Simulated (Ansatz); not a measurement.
**AlH₇SiSn: one species, many methods**

Aim: compute AlH₇SiSn with functionals from several rungs and with coupled cluster, and see how far each lands from CCSD(T) at the basis-set limit for the atomisation energy.

Program: Ansatz 0.2.0, Gaussian basis. Level of theory: functionals in def2-TZVPP, the program's frozen cores in correlated methods. These are calculated values, not measurements.

Levels to be run: LDA (SPW92), PBE-D4, revPBE-D4, BLYP-D4, r2SCAN-D4, B97M-V, PBE0-D4, B3LYP-D4, r2SCANh-D4, r2SCAN0-D4, HSE06-D4, BHLYP-D4, CAM-B3LYP-D4, LC-ωPBE, ωB97X-V, ωB97M-V, B2PLYP, PBE-QIDH; CCSD(T)/def2-SVP; CCSD(T)/def2-TZVPP; MP2/def2-QZVPP; extrapolation to the limit; RPA on PBE.

**1. The geometry**

The geometry comes from an earlier relaxation with PBE0-D4 in a triple-zeta def2 set; it is a stationary point, not always the lowest conformer. Sn takes the def2 core potential; no spin-orbit term is included.

SMILES `[AlH2][SnH2][SiH3]`, 10 atoms, charge 0, spin multiplicity 1.

Atoms are counted from 1 here; the program's logs count them from 0.

Bond lengths: Al1–Sn2 2.660 Å, Al1–H4 1.588 Å, Al1–H5 1.588 Å, Sn2–Si3 2.564 Å, Sn2–H6 1.715 Å, Sn2–H7 1.715 Å, Si3–H8 1.488 Å, Si3–H9 1.488 Å, Si3–H10 1.488 Å. Angles: Sn2–Al1–H4 120.4°, Sn2–Al1–H5 120.5°, H4–Al1–H5 119.1°, Al1–Sn2–Si3 114.4°, Al1–Sn2–H6 110.6°, Al1–Sn2–H7 110.5°, Si3–Sn2–H6 107.8°, Si3–Sn2–H7 107.8°, H6–Sn2–H7 105.3°, Sn2–Si3–H8 110.0°, Sn2–Si3–H9 110.0°, Sn2–Si3–H10 111.6°, H8–Si3–H9 108.2°, H8–Si3–H10 108.5°, H9–Si3–H10 108.5°.

As a file:

```xyz
10

Al   -1.7742    0.6219   -1.6041
Sn    0.3912    0.8877   -0.0828
Si    1.0083   -1.2106    1.2563
H    -2.5615   -0.7566   -1.6483
H    -2.2973    1.8387   -2.4804
H     0.1936    2.1799    1.0278
H     1.7491    1.3176   -1.0387
H    -0.1125   -1.5844    2.1609
H     1.2585   -2.3489    0.3314
H     2.2278   -0.9963    2.0807
```

**2. LDA**

This LDA is Slater exchange with PW92 correlation.

in.yaml reads:

```yaml
crystal:
  periodic: [false, false, false]
  atoms:
    - {symbol: Al, position_ang: [-1.774218, 0.621878, -1.604081]}
    - {symbol: Sn, position_ang: [0.391163, 0.887660, -0.082780]}
    - {symbol: Si, position_ang: [1.008293, -1.210564, 1.256315]}
    - {symbol: H, position_ang: [-2.561466, -0.756582, -1.648290]}
    - {symbol: H, position_ang: [-2.297256, 1.838670, -2.480384]}
    - {symbol: H, position_ang: [0.193600, 2.179898, 1.027790]}
    - {symbol: H, position_ang: [1.749082, 1.317600, -1.038674]}
    - {symbol: H, position_ang: [-0.112454, -1.584422, 2.160868]}
    - {symbol: H, position_ang: [1.258532, -2.348933, 0.331389]}
    - {symbol: H, position_ang: [2.227825, -0.996306, 2.080746]}
basis:
  gaussian: {orbitals: def2-TZVPP}
hamiltonian: {xc: lda}
output: {orbitals: {seedname: orbitals}}
```

Launch:

```
ansatz run in.yaml --threads 2 --pin off --events-out ev --progress --plain --max-ram 4352MiB
```

The runs that follow: PBE-D4 (GGA); revPBE-D4 (GGA); BLYP-D4 (GGA); r2SCAN-D4 (meta-GGA); B97M-V (meta-GGA); B3LYP-D4 (hybrid); r2SCANh-D4 (hybrid); r2SCAN0-D4 (hybrid); HSE06-D4 (hybrid); BHLYP-D4 (hybrid); CAM-B3LYP-D4 (range-separated); LC-ωPBE (range-separated); ωB97X-V (range-separated); ωB97M-V (range-separated); B2PLYP (double hybrid); PBE-QIDH (double hybrid); CCSD(T) in def2-SVP; CCSD(T) in def2-TZVPP; MP2 in def2-QZVPP; RPA on PBE orbitals.

**Question.** What will the summary of the whole plan be? Wanted: atomisation energy, CCSD(T)/CBS; farthest beyond LDA; mean size of error, GGA; mean size of error, meta-GGA; mean size of error, hybrid; mean size of error, range-separated; mean size of error, double hybrid; gap, smallest and largest; T1 diagnostic.

**Answer**, as computed:

```
                               quantity                                     value
        atomisation energy, CCSD(T)/CBS                             2490.8 kJ/mol
 functionals within 24.9 kJ/mol (1.0 %)                     CAM-B3LYP-D4, ωB97X-V
                    farthest beyond LDA                 revPBE-D4 (-114.6 kJ/mol)
                mean size of error, GGA                               91.0 kJ/mol
           mean size of error, meta-GGA                               29.6 kJ/mol
             mean size of error, hybrid                               47.9 kJ/mol
    mean size of error, range-separated                               30.3 kJ/mol
      mean size of error, double hybrid                               70.3 kJ/mol
              gap, smallest and largest  3.17 eV (LDA (SPW92)), 9.40 eV (LC-ωPBE)
                          T1 diagnostic                                    0.0133
triples share of the correlation energy                                     2.8 %
```

In words: The LDA atomisation energy is off by 215.4 kJ/mol (9 %): it overbinds. PBE-D4 misses by -81.9 kJ/mol. Double hybrids carry the basis error of their MP2 part in triple zeta, and no dispersion term here, so their miss is partly the set-up's. Taken by rung, meta-GGA functionals do best (29.6 kJ/mol on average) and GGA ones worst beyond LDA (91.0 kJ/mol). The gap between the best rungs is small, so their order is not settled. Misses under about 24.9 kJ/mol are within the doubt on the reference itself, which lacks core-valence correlation, spin-orbit coupling and higher excitations, and its outer-core shells are covered unevenly. All levels share the lack of spin-orbit coupling, which lowers the free heavy atoms and so the true binding. Hartree-Fock recovers 75 % of the binding; the rest is correlation. CCSD(T) in def2-SVP is off by -183.0 kJ/mol, more than most functionals: a good method in a small basis is no reference. Orbital gaps span 3.2 to 9.4 eV; exact exchange widens them. Correlated methods include outer-core shells of Sn, which these sets cover unevenly.
